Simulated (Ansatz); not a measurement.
**FGeH6NO2Si: one species, many methods**

An exercise on one series of results from a longer session: the logs are not shown, and one member is left open.

The runs use Ansatz 0.2.0, Gaussian basis; functionals in def2-TZVPP, the program's frozen cores in correlated methods.

The runs, in order: PBE-D4, r2SCAN-D4, PBE0-D4, B3LYP-D4, ωB97X-V, ωB97M-V, B2PLYP; CCSD(T)/def2-TZVPP; MP2/def2-QZVPP; extrapolation to the limit.

## Structure used throughout

All runs share one geometry, relaxed beforehand with PBE0-D4 in a triple-zeta def2 set.

12 atoms, charge 0, spin multiplicity 1.

Atoms are counted from 1 here; the program's logs count them from 0.

Bond lengths: O1–Ge2 1.774 Å, O1–H7 0.962 Å, Ge2–N3 1.846 Å, Ge2–H8 1.531 Å, Ge2–H9 1.536 Å, N3–Si4 1.689 Å, N3–H10 1.009 Å, Si4–O5 1.642 Å, Si4–F6 1.594 Å, Si4–H11 1.478 Å, O5–H12 0.958 Å. Angles: Ge2–O1–H7 109.8°, O1–Ge2–N3 110.6°, O1–Ge2–H8 105.8°, O1–Ge2–H9 110.0°, N3–Ge2–H8 108.2°, N3–Ge2–H9 107.8°, H8–Ge2–H9 114.4°, Ge2–N3–Si4 123.4°, Ge2–N3–H10 115.4°, Si4–N3–H10 118.4°, N3–Si4–O5 104.3°, N3–Si4–F6 110.1°, N3–Si4–H11 116.8°, O5–Si4–F6 111.6°, O5–Si4–H11 109.5°, F6–Si4–H11 104.7°, Si4–O5–H12 118.1°.

The first run:

in.yaml

```yaml
crystal:
  periodic: [false, false, false]
  atoms:
    - {symbol: O, position_ang: [-1.875099, 0.216976, -1.400830]}
    - {symbol: Ge, position_ang: [-0.206235, -0.346867, -1.607271]}
    - {symbol: N, position_ang: [0.910798, 0.471810, -0.386914]}
    - {symbol: Si, position_ang: [0.759534, 0.282717, 1.284936]}
    - {symbol: O, position_ang: [-0.707499, -0.427022, 1.482533]}
    - {symbol: F, position_ang: [0.824557, 1.703699, 2.004895]}
    - {symbol: H, position_ang: [-2.155999, 0.079572, -0.490702]}
    - {symbol: H, position_ang: [0.213296, 0.095085, -3.011470]}
    - {symbol: H, position_ang: [-0.130882, -1.863147, -1.371139]}
    - {symbol: H, position_ang: [1.424716, 1.266510, -0.735708]}
    - {symbol: H, position_ang: [1.795020, -0.527931, 1.960439]}
    - {symbol: H, position_ang: [-0.852215, -0.951391, 2.271231]}
basis:
  gaussian: {orbitals: def2-TZVPP}
hamiltonian: {xc: pbe, dispersion: d4}
output: {forces: true, orbitals: {seedname: orbitals}}
```

Command:

```
ansatz run in.yaml --threads 2 --pin off --events-out ev --progress --plain --max-ram 20480MiB --backend cuda --devices 0, --max-vram 18GiB
```

Steps of the session up to this table: PBE-D4 (GGA); r2SCAN-D4 (meta-GGA); PBE0-D4 (hybrid); B3LYP-D4 (hybrid); ωB97X-V (range-separated); ωB97M-V (range-separated); B2PLYP (double hybrid); CCSD(T) in def2-TZVPP; MP2 in def2-QZVPP.

One table of the session follows, with a row left open; its other results are not shown here.

| method | atomisation energy (eV) |
| --- | --- |
| PBE-D4 | 45.411 |
| r2SCAN-D4 | 45.012 |
| PBE0-D4 | 44.402 |
| B3LYP-D4 | 44.805 |
| ωB97X-V | 45.319 |
| ωB97M-V | 45.135 |
| B2PLYP | 44.537 |
| HF/def2-TZVPP | 31.410 |
| MP2/def2-TZVPP | 45.103 |
| CCSD/def2-TZVPP | ? |
| CCSD(T)/def2-TZVPP | 44.057 |
| MP2/CBS | 46.487 |
| CCSD(T)/CBS | 45.441 |

Q: Estimate the row for CCSD/def2-TZVPP from the others.

**Answer.** atomisation energy (eV): 43.339. In the column «atomisation energy (eV)» it lies between HF/def2-TZVPP (31.410) and CCSD(T)/def2-TZVPP (44.057).
